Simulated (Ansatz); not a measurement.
LaHg3, space group P-6m2, a frozen displacement of one atom

With the Ansatz DFT code, driven from Python.

Typed at the interpreter:
```pycon
>>> import ansatz
>>> import numpy as np
>>> xtal = (
...     ansatz.Lattice.of((4.04041, 0.0, 0.0), (-2.02021, 3.4991, 0.0), (0.0, 0.0, 8.54834))
...     .atom("La", (0.0, 0.0, 0.5))
...     .atom("Hg", (0.0, 0.0, 0.0))
...     .atom("Hg", (1 / 3, 2 / 3, 0.76674))
...     .atom("Hg", (1 / 3, 2 / 3, 0.23327))
... )
>>> inverse = np.linalg.inv(np.array(xtal.lattice.vectors))
>>> home = np.array(xtal.sites[2].position)
>>> values = np.linspace(-0.1, 0.1, 5)
>>> energies, pulls = [], []
>>> for shift in values:
...     moved = xtal.move(2, to=home + shift * inverse[1])
...     calc = (
...         moved.calculation()
...         .functional("r2SCAN")
...         .basis(530)
...         .kpoints(density=3.1)
...         .occupations(ansatz.OccupationsMethod.COLD, width=50 * ansatz.meV)
...         .forces()
...     )
...     r = calc.run(threads=1, pin="off").report
...     energies.append(r["free_energy_ev"])
...     pulls.append(r["forces_ev_ang"][2][1])
...
DeckWarning: the atoms were moved onto the symmetric positions of the space group found under crystal.symmetry.tolerance 1.0e-5 (fractional; no operation is sought that the atoms, as they stand in a round, miss by more than twice it, and no atom is moved by as much as it), and the run uses the moved positions. Before a round's move an operation carried an atom to 4.27e-5 Å from where it should [...]
>>> # the force is minus the slope of the free energy
>>> print("shift (A)   dE (eV)   force along y (eV/A)")
shift (A)   dE (eV)   force along y (eV/A)
>>> for shift, e, f in zip(values, energies, pulls):
...     print(f"{shift:8.3f} {e - energies[2]:10.5f} {f:12.4f}")
...
  -0.100    0.00797       0.1655
  -0.050    0.00192       0.0782
   0.000    0.00000      -0.0000
   0.050    0.00178      -0.0697
   0.100    0.00684      -0.1316
>>> print(f"stiffness from energies {2 * np.polyfit(values, energies, 2)[0]:.3f}, from forces {-np.polyfit(values, pulls, 1)[0]:.3f} eV/A^2")
stiffness from energies 1.482, from forces 1.484 eV/A^2
```

The curvature of the energy gives 1.482 eV/Å² and the slope of the force 1.484 eV/Å², a positive curvature.

The mesh is modest for a metal, so energies can be off by several to tens of meV an atom and pressures by half a GPa or more; differences at equal mesh fare better. In a metal a curvature from energy changes of a few meV or less hangs on mesh and smearing, in size and even in sign. Spin-orbit coupling, which matters for elements this heavy, is left out. This cell is a computed structure, which may not be the phase found in nature. Warnings are shown shortened and without file and line. All periodic images of the atom move with it, so the curvature is one diagonal element of the zone-centre force constants and no normal mode; a positive value doesn't exclude soft modes in which several atoms move. Run time: 2.3 min on 1 thread of Arm Neoverse V2, on a shared host, peak memory 0.79 GiB.
